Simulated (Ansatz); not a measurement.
# Li3Hf3Pb: the cost of one run

Program: Ansatz 0.2.0. Level of theory: DFT PBE, scalar-relativistic, plane waves, PAW, unless a step names another level. These are calculated values, not measurements.

**1. The system as given**

The structure is hexagonal, space group P6mm (No. 183). Conventional cell: a = 5.079 Å, b = 5.079 Å, c = 6.101 Å, α = 90.00°, β = 90.00°, γ = 120.00°. Li (site symmetry 2mm) has 4 Li at 2.54 Å and 2 Pb at 2.88 Å as nearest neighbours. Hf (site symmetry 3m) has 6 Hf at 2.93 to 3.18 Å and 6 Li at 3.31 to 3.46 Å and 3 Pb at 3.42 Å as nearest neighbours. Hf (site symmetry 6mm) has 2 Pb at 2.99 to 3.12 Å and 6 Li at 3.08 Å and 6 Hf at 3.18 Å as nearest neighbours. Pb (site symmetry 6mm) is surrounded by 6 Li at 2.88 Å and 2 Hf at 2.99 to 3.12 Å.

Coordinates:

```cif
data_structure
_symmetry_space_group_name_H-M 'P 1'
_symmetry_Int_Tables_number 1
_cell_length_a 5.0794
_cell_length_b 5.0794
_cell_length_c 6.1013
_cell_angle_alpha 90.000
_cell_angle_beta 90.000
_cell_angle_gamma 120.000
_cell_volume 136.32
loop_
_atom_site_label
_atom_site_type_symbol
_atom_site_fract_x
_atom_site_fract_y
_atom_site_fract_z
_atom_site_occupancy
Li1 Li 0.50000 0.00000 0.89249 1
Li2 Li 0.00000 0.50000 0.89249 1
Li3 Li 0.50000 0.50000 0.89249 1
Hf1 Hf 0.33333 0.66667 0.40622 1
Hf2 Hf 0.66667 0.33333 0.40622 1
Hf3 Hf 0.00000 0.00000 0.60593 1
Pb1 Pb 0.00000 0.00000 0.11652 1
```

It came out lowest among 26 distinct ends of the trial cells. At a tolerance of 0.05 Å it has space group P6mm (No. 183).

**2. Tight relaxation for the response runs, on the response runs' mesh and smearing**

input.yaml

```yaml
crystal:
  lattice:
    - [5.0793532316, 0.0, 0.0]
    - [-2.5396766158, 4.3988489333, 0.0]
    - [0.0, 0.0, 6.1012839788]
  atoms:
    - { symbol: Li, position: [0.5, 0.0, 0.8924877345] }
    - { symbol: Li, position: [0.0, 0.5, 0.8924877345] }
    - { symbol: Li, position: [0.5, 0.5, 0.8924877345] }
    - { symbol: Hf, position: [0.3333333333, 0.6666666667, 0.4062229857] }
    - { symbol: Hf, position: [0.6666666667, 0.3333333333, 0.4062229857] }
    - { symbol: Hf, position: [0.0, 0.0, 0.6059292717] }
    - { symbol: Pb, position: [0.0, 0.0, 0.1165229035] }
basis:
  ecutwfc: 420
kpoints:
  mp_grid: { grid: [6, 6, 6] }
hamiltonian:
  xc: pbe
scf:
  occupations: { method: gaussian, width: 0.1 }
output:
  forces: true
  stress: true
  eigenvalues: true
  write_density: true
  write_potential: true
  elf: true
  volumetric_format: npy
relax:
  adjacent_minimum: "off"
  f_tol: 0.001
  max_steps: 60
  cell: { stress_tol: 0.01 }
```

On the command line:

```console
$ ansatz run input.yaml --threads 3 --pin off --max-ram 7680MiB --backend cpu --events-out ev --progress --plain --runs-dir out
```

**Question.** How long does this run take on 3 threads of Intel Xeon 6975P-C (Granite Rapids), shared host, and how much memory does it need?

About 19 s, with a peak of 0.62 GiB.
